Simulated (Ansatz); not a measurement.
# YMg5, space group P-62m: a convergence test of the plane-wave cutoff

Program: the Python package of Ansatz (0.2.0).

Interactive session:
```pycon
>>> import csv
>>> import warnings
>>> import ansatz
>>> from pymatgen.core import Lattice, Structure
>>> from pymatgen.io.ase import AseAtomsAdaptor
>>> warnings.simplefilter('ignore', ansatz.DeckWarning)
>>> pmg_structure = Structure(
...     Lattice([[5.732503, 0.0, 0.0], [-2.866252, 4.964493, 0.0], [0.0, 0.0, 5.151195]]),
...     ['Y', 'Mg', 'Mg', 'Mg', 'Mg', 'Mg'],
...     [
...         [0.0, 0.0, 0.5],
...         [0.0, 0.638336, 0.0],
...         [0.638336, 0.0, 0.0],
...         [0.361664, 0.361664, 0.0],
...         [2 / 3, 1 / 3, 0.5],
...         [1 / 3, 2 / 3, 0.5],
...     ],
... )
>>> crystal = ansatz.Crystal.from_ase(AseAtomsAdaptor.get_atoms(pmg_structure))
>>> [site.symbol for site in crystal.resolved().sites]
['Y', 'Mg', 'Mg', 'Mg', 'Mg', 'Mg']
>>> base = (
...     crystal.calculation()
...     .functional('PBEsol')
...     .kpoints(spacing=0.38)
...     .occupations(ansatz.OccupationsMethod.FERMI_DIRAC)
...     .scf(max_iterations=60)
...     .forces()
...     .stress()
... )
>>> rows = []
>>> for value in [250, 300, 350, 400, 450, 500]:
...     summary = base.basis(value).run(threads=1).report
...     rows.append((value, summary['free_energy_ev'] / len(summary['lattice']['sites']), summary['n_iterations'], sum(summary['stress_gpa'][i][i] for i in range(3)) / 3, max(abs(f) for row in summary['forces_ev_ang'] for f in row), summary['n_pw']))
...
>>> with open('ecut.csv', 'w', newline='') as handle:
...     writer = csv.writer(handle)
...     writer.writerow(['cutoff (eV)', 'F/atom (eV)', 'iterations', 'P (GPa)', 'max component (eV/A)', 'plane waves'])
...     writer.writerows([round(v, 5) if isinstance(v, float) else v for v in row] for row in rows)
...
77
>>> # differences from the last row
>>> for row in rows[:-1]:
...     shift = 1000 * (row[1] - rows[-1][1])
...     print(f'{row[0]}: {shift:+.2f} meV/atom' + ('  (within 1 meV)' if abs(shift) < 1 else ''))
...
250: +185.01 meV/atom
300: +17.72 meV/atom
350: +1.14 meV/atom
400: +0.15 meV/atom  (within 1 meV)
450: +0.08 meV/atom  (within 1 meV)
```

File `ecut.csv` afterwards:
```csv
cutoff (eV),F/atom (eV),iterations,P (GPa),max component (eV/A),plane waves
250,-2225.73587,7,-0.71527,0.00243,1339
300,-2225.90316,6,-0.75804,0.00291,1713
350,-2225.91973,6,-0.76608,0.00285,2133
400,-2225.92073,6,-0.76959,0.00305,2693
450,-2225.9208,6,-0.76987,0.00301,3185
500,-2225.92087,6,-0.77005,0.00301,3727
```

From 400 eV on it stays within 1 meV an atom of the value at 500 eV; the first row (250 eV) is off by 185.0 meV and the last but one by 0.08 meV. The energy falls steadily, as expected when plane waves are added. The pressure moves from -0.72 to -0.77 GPa (the program's stress holds a Pulay correction, so it settles early). The last run costs about 1.7 times the first.

Reading the output:
- For a metal this k-point mesh is coarse: on a finer one energies can move by several to tens of meV an atom and pressures by half a GPa or more, differences at one mesh by less.
- Pressure is positive in compression.
- This cell is a computed structure, which may not be the phase found in nature.
- Shifts are counted from the last row, which is itself no proven limit.
- The script silences the warnings on its input, which a real study should read.
- Run time: 18 s on 1 thread of Arm Neoverse V2, on a shared host, peak memory 0.51 GiB.
